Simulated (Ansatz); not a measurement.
## CH8GaNS, SMILES C[S][GaH2-][NH3+]: a geometry optimisation, step by step

Program: the Ansatz DFT code, driven from Python.

The cells in order, each with its output:

**Cell 1**
```python
import warnings

import ansatz as az
from ase import Atoms
import numpy as np
import pandas as pd
```

**Cell 2**
```python
warnings.simplefilter("ignore", az.DeckWarning)

atoms = Atoms(["C", "S", "Ga", "N", "H", "H", "H", "H", "H", "H", "H", "H"], positions=[
    (1.9438, 0.1334, 0.5071),
    (0.832, -0.959, 1.4428),
    (-0.7873, -0.9697, -0.1509),
    (-1.5018, 0.7921, -0.3462),
    (2.8704, 0.2959, 1.0949),
    (1.4549, 1.1139, 0.3303),
    (2.2116, -0.3349, -0.4629),
    (-0.1579, -1.4502, -1.5529),
    (-1.9632, -1.9791, 0.2856),
    (-0.9401, 1.3265, -1.0459),
    (-2.4925, 0.7392, -0.6722),
    (-1.47, 1.292, 0.5703),
])
ch8gans = az.Crystal.molecule_from_ase(atoms)

calculation = ch8gans.calculation()
calculation = calculation.basis(gaussian="def2-SVP")
calculation = calculation.functional("pbe")
symbols = [site.symbol for site in ch8gans.cartesian_sites]
start = np.array([site.position_ang for site in ch8gans.cartesian_sites], dtype=float)
def progress(event):
    if event["event"] == "relax_step":
        row = event["data"]
        print(f"step {row['step']:3d}  E = {row['lagrangian_ev']:.6f} eV  largest force component {row['allowed_force_max_ev_ang']:.4f} eV/A")
```

**Cell 3**
```python
r = calculation.relax(force_tolerance=0.01).session().plan().execute(on_event=progress).report
end = np.array(r["positions_ang"])
```
Output:
```text
step   1  E = -65843.172204 eV  largest force component 3.7537 eV/A
step   2  E = -65843.588681 eV  largest force component 1.5144 eV/A
step   3  E = -65843.717592 eV  largest force component 0.3812 eV/A
step   4  E = -65843.692056 eV  largest force component 0.7651 eV/A
step   5  E = -65843.749271 eV  largest force component 0.0612 eV/A
step   6  E = -65843.756347 eV  largest force component 0.0793 eV/A
step   7  E = -65843.763334 eV  largest force component 0.0625 eV/A
step   8  E = -65843.764871 eV  largest force component 0.2074 eV/A
step   9  E = -65843.767324 eV  largest force component 0.0468 eV/A
step  10  E = -65843.768155 eV  largest force component 0.0355 eV/A
step  11  E = -65843.768560 eV  largest force component 0.1021 eV/A
step  12  E = -65843.768933 eV  largest force component 0.0550 eV/A
step  13  E = -65843.769188 eV  largest force component 0.0343 eV/A
step  14  E = -65843.769499 eV  largest force component 0.0105 eV/A
step  15  E = -65843.769657 eV  largest force component 0.0208 eV/A
step  16  E = -65843.769763 eV  largest force component 0.0281 eV/A
step  17  E = -65843.769832 eV  largest force component 0.0216 eV/A
step  18  E = -65843.769883 eV  largest force component 0.0384 eV/A
step  19  E = -65843.769813 eV  largest force component 0.0514 eV/A
step  20  E = -65843.770022 eV  largest force component 0.0215 eV/A
step  21  E = -65843.770089 eV  largest force component 0.0135 eV/A
step  22  E = -65843.770167 eV  largest force component 0.0225 eV/A
step  23  E = -65843.770223 eV  largest force component 0.0162 eV/A
step  24  E = -65843.770280 eV  largest force component 0.0049 eV/A
step  25  E = -65843.770308 eV  largest force component 0.0140 eV/A
step  26  E = -65843.770287 eV  largest force component 0.0120 eV/A
step  27  E = -65843.770350 eV  largest force component 0.0037 eV/A
step  28  E = -65843.770349 eV  largest force component 0.0156 eV/A
step  29  E = -65843.770365 eV  largest force component 0.0049 eV/A
step  30  E = -65843.770319 eV  largest force component 0.0278 eV/A
step  31  E = -65843.770364 eV  largest force component 0.0092 eV/A
```

**Cell 4**
```python
print("reference energy %16.6f eV" % r["reference_energy_ev"])
print("total energy     %16.6f eV" % r["free_energy_ev"])
print("occupied orbitals outside the frozen core (up, down):", r["n_occupied"], " frozen:", r["n_frozen"], " virtual:", r["n_virtual"])

print("final positions (A) and the move of each atom")
for symbol, xyz, old in zip(symbols, end, start):
    print(f"{symbol:2s} {xyz[0]:10.5f} {xyz[1]:10.5f} {xyz[2]:10.5f}   {np.linalg.norm(xyz - old):7.4f}")
```
Output:
```text
reference energy    -65843.770406 eV
total energy        -65843.770406 eV
occupied orbitals outside the frozen core (up, down): [34, 34]  frozen: 0  virtual: [84, 84]
final positions (A) and the move of each atom
C     2.13663    0.06671    0.56464    0.2120
S     0.63761   -0.54821    1.43906    0.4545
Ga   -0.72817   -1.12076   -0.29103    0.2144
N    -1.76096    0.80517   -0.36830    0.2604
H     2.90413    0.28013    1.33363    0.2416
H     1.94457    0.99980   -0.00122    0.6022
H     2.53965   -0.69450   -0.13056    0.5894
H    -0.03468   -1.16469   -1.71539    0.3509
H    -1.93500   -2.04188    0.15314    0.1493
H    -1.54678    1.39188   -1.18587    0.6260
H    -2.78391    0.75821   -0.26782    0.4988
H    -1.37318    1.26825    0.46971    0.1416
```

**Cell 5**
```python
charges = r["charge_distribution"]
table = pd.DataFrame({"atom": symbols, "mulliken": charges["mulliken_charges_e"], "lowdin": charges["lowdin_charges_e"]})
print(table.round(3).to_string())
print("dipole (e A):", np.round(charges["dipole_moment_e_ang"], 4) + 0.0)
with open("ch8gans_opt.xyz", "w") as handle:
    handle.write(f"{len(symbols)}\nrelaxed CH8GaNS\n")
    handle.writelines(f"{s:2s} {x:11.6f} {y:11.6f} {z:11.6f}\n" for s, (x, y, z) in zip(symbols, end))
```
Output:
```text
   atom  mulliken  lowdin
0     C    -0.128  -0.099
1     S    -0.294   0.257
2    Ga     0.177  -0.431
3     N    -0.159   0.347
4     H     0.061  -0.008
5     H     0.050  -0.010
6     H     0.075   0.000
7     H    -0.119  -0.078
8     H    -0.092  -0.072
9     H     0.148   0.037
10    H     0.149   0.038
11    H     0.135   0.018
dipole (e A): [-0.4662  0.8863 -0.3775]
```

`ch8gans_opt.xyz`, as written:
```text
12
relaxed CH8GaNS
C     2.136633    0.066713    0.564642
S     0.637611   -0.548208    1.439062
Ga   -0.728173   -1.120761   -0.291029
N    -1.760964    0.805167   -0.368303
H     2.904132    0.280125    1.333629
H     1.944570    0.999797   -0.001218
H     2.539653   -0.694497   -0.130562
H    -0.034678   -1.164694   -1.715386
H    -1.935004   -2.041878    0.153141
H    -1.546783    1.391876   -1.185866
H    -2.783915    0.758211   -0.267823
H    -1.373180    1.268249    0.469713
```

Caveats:
- Total energies depend on the basis set; only differences at equal settings carry meaning.
- The end point is the stationary point reached from this start; no frequency run checks that it is a minimum, and the basis set is modest.
- The Löwdin charges here are taken after orthogonalising the functions within each atom; they differ from plain Löwdin charges, and their signs can be unphysical.
- Finished in 2.6 min on 1 thread of Arm Neoverse V2 (shared host), peak memory 0.28 GiB.

(Lines on the test bed's own set-up are left out of the output.)
